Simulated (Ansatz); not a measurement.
Sheet: Sb, a sheet with vacuum.

```
CELL_PARAMETERS angstrom
3.23056 0.00000 0.00000
0.00000 3.10980 0.00000
0.00000 0.00000 31.36000
ATOMIC_POSITIONS crystal
Sb 0.00000 0.00000 0.24638
Sb 0.50000 0.00000 0.32760
```

The cell was built by a generator and needn't be a form met in nature.

A run of Ansatz 0.2.0 on this cell left the log below. Logs are shortened: lines on timing, memory, paths and dates and some standing lists are left out, and cuts for length are marked.

```text
Warning: RAYON_NUM_THREADS=4 ignored (pool sized by the plan → 4); use --threads N
LAPW: plane waves up to 7.102 Å⁻¹, error target 2.0e-3 eV per atom; small_component_spin mean_spin; Sb in spheres of 1.508 Å, 23 of its electrons in bands, Dirac shells [] (how accurate: hamiltonian.pseudopotentials.lapw.basis_error, Limitations)
Engine: ansatz 0.2.0, x86_64-unknown-linux-gnu
Pseudopotentials: kind: all_electron
Pseudopotential: Sb, LAPW, valence charge 23, lapw/all_electron/scalar/gaussian/Sb, Koelling and Harmon's equation, gaussian nucleus
Functional definition: PBEsol
  exchange = pbesol_x
  correlation = pbesol_c
Crystal: 2 atoms, lattice volume = 315.055 Å³
Basis set: ecut = 192.15372840694258 eV, 1883 PW (Γ), exchange–correlation at level 2
Bands: 28, of which v1, the nominal top of the filled ones, is band 23 counted from 1 (22 counted from 0)
Symmetry: 8 space group operations
Space group: Pmma (ITA 51), of the structure as read, at distance tolerance 6.8e-5 Å
k-points: 25 of 72
Non-local potential: Sb, projectors of the file, none
Initial density: superposition of atomic densities (neutral atoms: chi_scale 0, normalization atom)
Initial wavefunctions: plane waves of lowest kinetic energy (no species holds an atomic orbital)
Functional: x = pbesol(κ = 0.804, μ = 0.12345679012345678), c = pbesol(β = 0.046)
iter 1 solved again at ethr=3.77e-4 eV; its pass at ethr=1.00e-1 eV (dr2=1.74e-1 eV) is discarded
SCF iter   1: F=—  HF=-352583.087128 eV  |F-HF|=—  |Δ(HF+E_count)|=         —  Δρ=4.06e-3  dr2=1.75e-1  ethr=3.77e-4  ⟨swp⟩=3.7  Hψ=4603  notcnv=0
preconditioner: auto → LDOS  [metal: Δε(μ)=0.048 eV  Ē_g=8.768 eV  σ=0.050 eV  W_gap=0.23  n_scr=24 (ndim 8)  ℏωp=6.6 eV  f_vac=0.777  D(μ)=1.29/eV (n_scr^D=8)  β→1.0]
iter 2 solved again at ethr=3.62e-5 eV; its pass at ethr=3.77e-4 eV (dr2=1.67e-2 eV) is discarded
SCF iter   2: F=—  HF=-352583.045994 eV  |F-HF|=—  |Δ(HF+E_count)|=   4.11e-2  Δρ=1.72e-3  dr2=1.65e-2  ethr=3.62e-5  ⟨swp⟩=2.0  Hψ=3849  notcnv=0
SCF iter   3: F=—  HF=-352583.044108 eV  |F-HF|=—  |Δ(HF+E_count)|=   1.89e-3  Δρ=7.71e-4  dr2=1.12e-2  ethr=3.59e-5  ⟨swp⟩=3.0  Hψ=2298  notcnv=0
SCF iter   4: F=—  HF=-352583.039582 eV  |F-HF|=—  |Δ(HF+E_count)|=   4.53e-3  Δρ=2.32e-4  dr2=1.23e-3  ethr=2.42e-5  ⟨swp⟩=2.4  Hψ=2114  notcnv=0
SCF iter   5: F=—  HF=-352583.039095 eV  |F-HF|=—  |Δ(HF+E_count)|=   4.87e-4  Δρ=1.05e-4  dr2=2.14e-4  ethr=2.68e-6  ⟨swp⟩=2.8  Hψ=2131  notcnv=0
SCF iter   6: F=—  HF=-352583.039034 eV  |F-HF|=—  |Δ(HF+E_count)|=   6.12e-5  Δρ=2.25e-5  dr2=4.97e-6  ethr=4.64e-7  ⟨swp⟩=3.0  Hψ=2177  notcnv=0
SCF iter   7: F=—  HF=-352583.039033 eV  |F-HF|=—  |Δ(HF+E_count)|=   9.64e-7  Δρ=5.46e-6  dr2=1.55e-7  ethr=1.08e-8  ⟨swp⟩=3.0  Hψ=2173  notcnv=0
SCF iter   8: F=-352583.039033 eV  HF=-352583.039033 eV  |F-HF|=5.53e-9  |Δ(HF+E_count)|=   2.31e-8  Δρ=8.13e-7  dr2=9.33e-9  ethr=3.37e-10  ⟨swp⟩=3.0  Hψ=2210  notcnv=0
SCF 1 converged in 8 iterations: F = -352583.039033 eV  dr2 = 9.33e-9
SCF converged after 8 iterations
Free energy (F): -352583.039033 eV
Harris-Foulkes:  -352583.039033 eV  (|F-HF|=5.53e-9)
Internal energy: -352583.028283 eV  (E = F + TS)
E sigma→0 (E₀):  -352583.033658 eV
Entropy (-TS):   -0.010750 eV (-5.375 meV/atom)
Fermi energy:    -0.819460 eV
--- Per-component energies (eV) ---
  E_band       = -2414.350636
  E_kinetic    = 371551.268006
  E_xc         = -9131.693047
  E_electrostatic = -715002.603242  (all electrons and nuclei)
  E_smearing   = -0.010750  (= −TS)
  E_closure    = 0.000000  (closes the sum)
  E_atoms      = -352574.528891  (free atoms, spherical and without spin; not in F)
  Σ components = -352583.039033   (vs F -352583.039033, Δ=0.00e0)
  Basis errors (estimates in eV, not in F): energy 8.3e-4 per atom: plane waves 7.6e-4 (4.6e-4 summed), levels above the bands 7.6e-40, relativity 3.4e-9, radial functions 7.1e-5, core shells 1.8e-9; eigenvalues (radial functions only) 1.1e-6; not estimated: angular momenta, meshes, grids; target (lapw.basis_error) 2.0e-3; muffin-tin radii Sb 1.508 Å
--- Forces (eV/Å), atoms counted from 1 ---
  atom   1  Sb    -0.00000000     0.00000000     0.17303113
  atom   2  Sb     0.00000000    -0.00000000    -0.17303113
  max |Σ_I F_I| component: 2.78e-17 eV/Å
--- Stress (GPa, compression-positive) ---
        0.136549       0.000000      -0.000000
        0.000000      -0.393541      -0.000000
       -0.000000      -0.000000      -0.222531
  P = ⅓ Tr σ = -0.1598 GPa (-1.598 kbar)
--- Band table (eV; the first three rows and the last of 25) ---
  k-point 0: bands = ["-144.9728", "-144.9726", "-98.0103", "-98.0091", "-97.9996", "-97.9964", "-97.9839", "-97.9836", "-30.0198", "-30.0134", "-29.9615", "-29.9439", "-29.9210", "-29.8860", "-29.8661", "-29.8526", "-29.8434", "-29.8388", "-13.3402", "-10.7954", "-4.7931", "-0.2522", "1.0805", "2.3303", "2.6756", "3.1089", "3.2288", "3.4475"]
  k-point 1: bands = ["-144.9728", "-144.9726", "-98.0102", "-98.0091", "-97.9996", "-97.9963", "-97.9842", "-97.9840", "-30.0064", "-30.0023", "-29.9609", "-29.9430", "-29.9088", "-29.8923", "-29.8715", "-29.8577", "-29.8486", "-29.8384", "-13.1650", "-10.6163", "-4.6246", "-0.0713", "0.4890", "1.2481", "2.6515", "2.8629", "3.3128", "3.4203"]
  k-point 2: bands = ["-144.9727", "-144.9725", "-98.0102", "-98.0091", "-97.9995", "-97.9963", "-97.9851", "-97.9848", "-29.9942", "-29.9601", "-29.9595", "-29.9386", "-29.9081", "-29.8850", "-29.8722", "-29.8705", "-29.8618", "-29.8374", "-12.6542", "-10.0886", "-4.1571", "-2.1812", "-0.0760", "0.5208", "1.7166", "3.4060", "3.8733", "3.9927"]
  k-point 24: bands = ["-144.9725", "-144.9725", "-98.0111", "-98.0111", "-97.9976", "-97.9976", "-97.9864", "-97.9864", "-29.9691", "-29.9691", "-29.9474", "-29.9474", "-29.8996", "-29.8996", "-29.8469", "-29.8469", "-29.7917", "-29.7917", "-7.8696", "-7.8696", "-3.7161", "-3.7161", "-3.4167", "-3.4167", "0.9885", "0.9885", "2.4146", "2.4146"]
```

Write the input and the command behind it.

Single point with PBEsol, no spin polarisation. The files as run (others can give the same):

input.yaml
```yaml
crystal:
  lattice:
    - [3.23056, 0.0, 0.0]
    - [0.0, 3.1098, 0.0]
    - [0.0, 0.0, 31.36]
  atoms:
    - { symbol: Sb, position: [0.0, 0.0, 0.24638] }
    - { symbol: Sb, position: [0.5, 0.0, 0.3276] }
kpoints:
  mp_grid: { grid: [8, 9, 1] }
scf:
  occupations: { method: fermi_dirac, width: 0.05 }
hamiltonian:
  xc: pbesol
  pseudopotentials: { kind: all_electron, lapw: { basis_error: 0.002 } }
output:
  forces: true
  stress: true
  eigenvalues: true
```

Potentials or basis: all-electron LAPW, scalar-relativistic.
Launch:
```sh
$ ansatz run input.yaml --threads 4 --pin off --max-ram 12288MiB --backend cpu --events-out ev --progress --plain --runs-dir out
```
